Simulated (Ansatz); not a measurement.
**BH7O2Si2: small, medium and large basis sets**

One table from this session's results is given with a row withheld; the runs are named, their logs left out.

Method: one geometry, several basis sets; program: Ansatz 0.2.0, Gaussian basis.

Plan: PBE0-D4/def2-SVP; ωB97M-V/def2-SVP; PBE0-D4/def2-QZVPP; ωB97M-V/def2-QZVPP; the functionals' def2-TZVPP values are taken from earlier runs.

### The relaxed structure

An earlier PBE0-D4 in a triple-zeta def2 set relaxation fixed the geometry.

12 atoms, charge 0, spin multiplicity 1.

Atoms are counted from 1 here; the program's logs count them from 0.

Bond lengths: B1–Si2 1.878 Å, B1–Si4 1.982 Å, B1–H6 1.280 Å, B1–H7 1.196 Å, Si2–O3 1.616 Å, Si2–H8 1.487 Å, O3–H9 0.981 Å, Si4–O5 1.695 Å, Si4–H10 1.494 Å, Si4–H11 1.494 Å, O5–H12 0.958 Å. Angles: Si2–B1–Si4 112.2°, Si2–B1–H6 72.7°, Si2–B1–H7 118.6°, Si4–B1–H6 109.0°, Si4–B1–H7 123.2°, H6–B1–H7 108.8°, B1–Si2–O3 122.1°, B1–Si2–H8 129.1°, O3–Si2–H8 105.3°, Si2–O3–H9 110.3°, B1–Si4–O5 106.7°, B1–Si4–H10 113.0°, B1–Si4–H11 116.1°, O5–Si4–H10 107.9°, O5–Si4–H11 106.8°, H10–Si4–H11 105.9°, Si4–O5–H12 116.8°.

The first run:

in.yaml

```yaml
crystal:
  periodic: [false, false, false]
  atoms:
    - {symbol: B, position_ang: [-1.190401, 0.036615, 0.470210]}
    - {symbol: Si, position_ang: [-1.083835, -0.410996, -1.350507]}
    - {symbol: O, position_ang: [0.291459, -0.273303, -2.188763]}
    - {symbol: Si, position_ang: [0.589850, 0.055371, 1.340840]}
    - {symbol: O, position_ang: [1.740765, 0.024158, 0.097515]}
    - {symbol: H, position_ang: [-1.339328, 1.118918, -0.197450]}
    - {symbol: H, position_ang: [-2.204829, -0.196487, 1.058531]}
    - {symbol: H, position_ang: [-2.163865, -0.446425, -2.372418]}
    - {symbol: H, position_ang: [1.055074, -0.189832, -1.579052]}
    - {symbol: H, position_ang: [0.826062, -1.133495, 2.213480]}
    - {symbol: H, position_ang: [0.896855, 1.249407, 2.184845]}
    - {symbol: H, position_ang: [2.659294, 0.110871, 0.356671]}
basis:
  gaussian: {orbitals: def2-SVP}
hamiltonian: {xc: pbe0, dispersion: d4}
output: {orbitals: {seedname: orbitals}}
```

The run is started by

```
$ ansatz run in.yaml --threads 4 --pin off --events-out ev --progress --plain --max-ram 10444MiB
```

Among the steps run: PBE0-D4 in def2-SVP; ωB97M-V in def2-SVP; PBE0-D4 in def2-QZVPP; ωB97M-V in def2-QZVPP.

One table of the session follows, with a row left open; its other results are not shown here.

It belongs to the step «Functionals by basis». 

```
functional       basis  HOMO (eV)
   PBE0-D4    def2-SVP      -7.45
   PBE0-D4  def2-TZVPP          ?
   PBE0-D4  def2-QZVPP      -7.51
   ωB97M-V    def2-SVP      -9.50
   ωB97M-V  def2-TZVPP      -9.59
   ωB97M-V  def2-QZVPP      -9.61
```

Estimate the missing values for PBE0-D4, def2-TZVPP.

As computed: HOMO (eV): -7.50. In the column «HOMO (eV)» it lies between PBE0-D4, def2-QZVPP (-7.51) and PBE0-D4, def2-SVP (-7.45).
